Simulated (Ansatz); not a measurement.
**TaRu: strong compression**

An exercise on one series of results from a longer session: the logs are not shown, and one member is left open.

Computed with Ansatz 0.2.0 (DFT, PBEsol, PAW with Ansatz's default frozen-core files, scalar-relativistic, unless a step's input says otherwise).

## The starting structure

The structure is tetragonal, space group P4/mmm (No. 123). The conventional cell has a = 3.041 Å, b = 3.041 Å, c = 3.410 Å, α = 90.00°, β = 90.00°, γ = 90.00°. Ta (site symmetry 4/mmm) has 8 Ru at 2.74 Å and 4 Ta at 3.04 Å as nearest neighbours. Around Ru (site symmetry 4/mmm) lie 8 Ta at 2.74 Å and 4 Ru at 3.04 Å.

Structure file:

```cif
data_structure
_symmetry_space_group_name_H-M 'P4/mmm'
_symmetry_Int_Tables_number 123
_cell_length_a 3.0410
_cell_length_b 3.0410
_cell_length_c 3.4098
_cell_angle_alpha 90.000
_cell_angle_beta 90.000
_cell_angle_gamma 90.000
_cell_volume 31.53
loop_
_atom_site_label
_atom_site_type_symbol
_atom_site_symmetry_multiplicity
_atom_site_Wyckoff_symbol
_atom_site_fract_x
_atom_site_fract_y
_atom_site_fract_z
_atom_site_occupancy
Ta1 Ta 1 d 0.50000 0.50000 0.50000 1
Ru1 Ru 1 a 0.00000 0.00000 0.00000 1
```

The file gives the conventional cell by its symmetry; the runs use the cell typed in the input.

Whether this phase is the stable one at these pressures isn't tested.

Atoms are numbered in the order of the input: Ta1, Ru2.

Set-up of the first run:

File input.yaml:

```yaml
crystal:
  lattice:
    - [3.0409624, 0.0, 0.0]
    - [0.0, 3.0409624, 0.0]
    - [0.0, 0.0, 3.40983489]
  atoms:
    - { symbol: Ta, position: [0.5, 0.5, 0.5] }
    - { symbol: Ru, position: [0.0, 0.0, 0.0] }
kpoints:
  mp_grid: { grid: [12, 12, 11] }
scf:
  occupations: { method: fermi_dirac, width: 0.05 }
hamiltonian:
  xc: pbesol
  pseudopotentials: { kind: paw }
output:
  forces: true
  stress: true
relax:
  f_tol: 0.01
  max_steps: 30
  cell: { stress_tol: 0.05, fix: [volume] }
```

The run is started by

```sh
ansatz run input.yaml --threads 1 --pin off --max-ram 2048MiB --backend cpu --events-out ev --progress --plain --runs-dir out
```

Among the steps run: Shape and atoms relaxed at the given volume, PAW; Volume scaled by 1, PAW; Shape and atoms relaxed at 0.85 of the volume, PAW; Volume scaled by 0.85, PAW; Shape and atoms relaxed at 0.8 of the volume, PAW; Volume scaled by 0.8, PAW; Shape and atoms relaxed at 0.45 of the volume, PAW; More of the same log: shape and atoms relaxed at 0.45 of the volume; Volume scaled by 0.45, PAW.

One of the session's tables, all rows but one given; the rest of the session is left out.

```
method  volume over the first  volume (Å³/atom)  pressure (GPa)
   PAW                      1            15.766           -4.77
   PAW                   0.85                 ?               ?
   PAW                    0.8            12.613           86.19
   PAW                   0.45             7.095         1017.15
```

Q: Estimate the row for PAW, 0.85 from the others.

As computed: volume (Å³/atom): 13.401; pressure (GPa): 53.50. In the column «volume (Å³/atom)» it lies between PAW, 0.8 (12.613) and PAW, 1 (15.766).

Caveats from the session: Warnings in the runs' records: gradients without spin orbit.
